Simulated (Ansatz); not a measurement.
**BiTe under changes of volume**

One of the cells (33.855 Å³/atom); the others are scaled copies at fixed shape and fractional positions:

```
CELL_PARAMETERS angstrom
0.00000 3.23500 3.23500
3.23500 0.00000 3.23500
3.23500 3.23500 0.00000
ATOMIC_POSITIONS crystal
Bi 0.00000 0.00000 0.00000
Te 0.50000 0.50000 0.50000
```

- Program: Ansatz 0.2.0
- Functional: PBE
- Potentials or basis: Ansatz PAW
- Cutoff: 420 eV (not typed: the program's choice for these potentials)
- k mesh: 7 × 7 × 7
- Occupations: fermi-dirac, width 0.05 eV
- Spin: no spin polarisation

```csv
volume (Å³/atom),energy over the lowest point (meV/atom),pressure (GPa)
31.824,35.04,4.5
32.501,18.93,3.2
33.178,8.06,2.0
33.855,1.91,0.9
34.532,0.00,0.0
35.209,?,?
35.886,7.28,-1.7
```

Q: What does the run at 35.209 Å³/atom give?

A: Energy over the lowest point 1.92 meV/atom; pressure -0.9 GPa.

Worked out: A Birch-Murnaghan fit of order 3 (a polynomial in V^(-2/3)) to the other rows has its minimum at 34.52 Å³/atom with B0 = V·E''(V) = 46 GPa and B' = 4.3. It gives 1.92 meV/atom at 35.209 Å³/atom, against the run's 1.92, and -dE/dV = -0.9 GPa, against -0.9.

Energies are extrapolated to zero smearing.
